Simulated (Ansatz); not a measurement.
# C3H7FGe: a ladder of functionals and wavefunction methods

One table from this session's results is given with a row withheld; the runs are named, their logs left out.

Computed with Ansatz 0.2.0, Gaussian basis. Level: functionals in def2-TZVPP, the program's frozen cores in correlated methods.

The runs, in order: PBE-D4, r2SCAN-D4, PBE0-D4, B3LYP-D4, ωB97X-V, ωB97M-V, B2PLYP; CCSD(T)/def2-TZVPP; MP2/def2-QZVPP; extrapolation to the limit.

## The geometry

All runs share one geometry, relaxed beforehand with PBE0-D4 in a triple-zeta def2 set.

SMILES `C/C(F)=[CH]/[GeH3]`, 12 atoms, charge 0, spin multiplicity 1.

Atoms are counted from 1 here; the program's logs count them from 0.

Bond lengths: C1–C2 1.481 Å, C1–H6 1.094 Å, C1–H7 1.089 Å, C1–H8 1.094 Å, C2–F3 1.351 Å, C2–C4 1.323 Å, C4–Ge5 1.936 Å, C4–H9 1.083 Å, Ge5–H10 1.537 Å, Ge5–H11 1.537 Å, Ge5–H12 1.537 Å. Angles: C2–C1–H6 110.2°, C2–C1–H7 110.7°, C2–C1–H8 110.2°, H6–C1–H7 109.1°, H6–C1–H8 107.4°, H7–C1–H8 109.1°, C1–C2–F3 111.3°, C1–C2–C4 129.6°, F3–C2–C4 119.1°, C2–C4–Ge5 123.2°, C2–C4–H9 116.9°, Ge5–C4–H9 119.9°, C4–Ge5–H10 108.0°, C4–Ge5–H11 110.9°, C4–Ge5–H12 110.9°, H10–Ge5–H11 109.0°, H10–Ge5–H12 109.1°, H11–Ge5–H12 108.9°.

Set-up of the first run:

in.yaml reads:

```yaml
crystal:
  periodic: [false, false, false]
  atoms:
    - {symbol: C, position_ang: [-1.711357, 1.235393, -0.210351]}
    - {symbol: C, position_ang: [-0.387092, 0.611218, 0.013279]}
    - {symbol: F, position_ang: [0.526691, 1.525018, 0.406976]}
    - {symbol: C, position_ang: [-0.017753, -0.652796, -0.118750]}
    - {symbol: Ge, position_ang: [1.784196, -1.271434, 0.226235]}
    - {symbol: H, position_ang: [-2.062749, 1.714598, 0.707643]}
    - {symbol: H, position_ang: [-2.440245, 0.490455, -0.525073]}
    - {symbol: H, position_ang: [-1.638444, 2.011364, -0.977393]}
    - {symbol: H, position_ang: [-0.778695, -1.355472, -0.436415]}
    - {symbol: H, position_ang: [1.825194, -2.786202, -0.033671]}
    - {symbol: H, position_ang: [2.186533, -1.002209, 1.684945]}
    - {symbol: H, position_ang: [2.790721, -0.575031, -0.703427]}
basis:
  gaussian: {orbitals: def2-TZVPP}
hamiltonian: {xc: pbe, dispersion: d4}
output: {forces: true, orbitals: {seedname: orbitals}}
```

Run with:

```console
$ ansatz run in.yaml --threads 4 --pin off --events-out ev --progress --plain --max-ram 10444MiB
```

Steps of the session up to this table: PBE-D4 (GGA); r2SCAN-D4 (meta-GGA); PBE0-D4 (hybrid); B3LYP-D4 (hybrid); ωB97X-V (range-separated); ωB97M-V (range-separated); B2PLYP (double hybrid); CCSD(T) in def2-TZVPP; MP2 in def2-QZVPP.

One of the session's tables, all rows but one given; the rest of the session is left out.

| method | atomisation energy (kcal/mol) |
| --- | --- |
| PBE-D4 | ? |
| r2SCAN-D4 | 1059.3 |
| PBE0-D4 | 1058.1 |
| B3LYP-D4 | 1053.2 |
| ωB97X-V | 1058.0 |
| ωB97M-V | 1054.9 |
| B2PLYP | 1043.9 |
| HF/def2-TZVPP | 777.2 |
| MP2/def2-TZVPP | 1045.7 |
| CCSD/def2-TZVPP | 1018.5 |
| CCSD(T)/def2-TZVPP | 1033.8 |
| MP2/CBS | 1067.3 |
| CCSD(T)/CBS | 1055.4 |

Estimate the missing values for PBE-D4.

As computed: atomisation energy (kcal/mol): 1075.3. In the column «atomisation energy (kcal/mol)» it is the highest.
